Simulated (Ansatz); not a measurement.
Relaxation of a periodic cell of 17 atoms, Si (host Si, host structure diamond, interstitial Si), to a largest force component of 0.03 eV/Å in at most 60 steps.

Method: DFT PBE, scalar-relativistic, plane waves, PAW in Ansatz 0.2.0. Settings: PAW set soft_1, cutoff 420 eV, k mesh 2x2x2, gaussian smearing 0.05 eV, no spin polarisation.

```xyz
17
Lattice="0.0000 5.4300 5.4300 5.4300 0.0000 5.4300 5.4300 5.4300 0.0000" Properties=species:S:1:pos:R:3:forces:R:3
Si 0.000 0.000 0.000 -0.29 2.32 -0.40
Si 1.357 1.357 1.357 0.13 0.05 0.13
Si 2.715 2.715 0.000 -0.05 -0.13 -0.13
Si 4.072 4.072 1.357 -2.57 0.40 0.39
Si 2.715 0.000 2.715 -0.14 -0.14 -0.14
Si 4.072 1.357 4.072 -0.32 -0.29 -0.29
Si 5.430 2.715 2.715 -0.30 -0.40 2.36
Si 6.787 4.072 4.072 0.13 0.13 0.05
Si 0.000 2.715 2.715 -0.12 -0.12 -0.03
Si 1.357 4.072 4.072 0.29 0.19 -1.90
Si 2.715 5.430 2.715 0.28 0.30 0.31
Si 4.072 6.787 4.072 0.14 0.14 0.14
Si 2.715 2.715 5.430 1.74 -0.21 -0.21
Si 4.072 4.072 6.787 0.03 0.12 0.12
Si 5.430 5.430 5.430 -0.12 -0.03 -0.12
Si 6.787 6.787 6.787 0.30 -1.93 0.20
Si 6.075 8.844 6.132 0.88 -0.40 -0.47
```

**Question.** Where does it end, and by what steps?

**Answer.** It converged. The force dipped under the threshold on the way, but the program's further checks kept it going. Limits of this set-up: coarse k mesh. After 12 steps the energy has fallen by 1.016 eV; Si5 moved furthest, 0.48 Å.

```
step  energy less start (eV)  largest force component (eV/Å)  accepted
   0                  0.0000                           2.573       yes
   1                 -0.7224                           1.102       yes
   2                 -0.9662                           0.124       yes
   3                 -0.9810                           0.084       yes
   4                 -0.9837                           0.030       yes
   5                 -0.9864                           0.056       yes
   6                 -0.9778                           0.197        no
   7                 -0.9928                           0.055       yes
   8                 -1.0013                           0.080       yes
   9                 -1.0027                           0.161       yes
  10                 -1.0145                           0.036       yes
  11                 -1.0116                           0.098        no
  12                 -1.0159                           0.021       yes
```

```xyz
17
Lattice="0.0000 5.4300 5.4300 5.4300 0.0000 5.4300 5.4300 5.4300 0.0000" Properties=species:S:1:pos:R:3
Si -0.123 0.193 -0.117
Si 1.294 1.427 1.297
Si 2.739 2.757 0.042
Si 4.056 4.120 1.405
Si 2.434 -0.275 2.440
Si 3.816 1.104 3.819
Si 5.307 2.597 2.907
Si 6.724 4.012 4.142
Si 0.038 2.757 2.742
Si 1.401 4.120 4.059
Si 2.814 5.531 2.817
Si 4.163 6.882 4.167
Si 2.909 2.596 5.311
Si 4.137 4.014 6.729
Si 5.468 5.457 5.472
Si 6.831 6.773 6.835
Si 6.366 9.080 6.365
```

Whether the end is a true minimum wasn't checked by a vibrational analysis.

The run took 77 s on 1 thread of Intel(R) Xeon(R) Platinum 8259CL CPU @ 2.50GHz (Skylake/Cascade Lake) (shared host), peak memory 0.6 GiB.
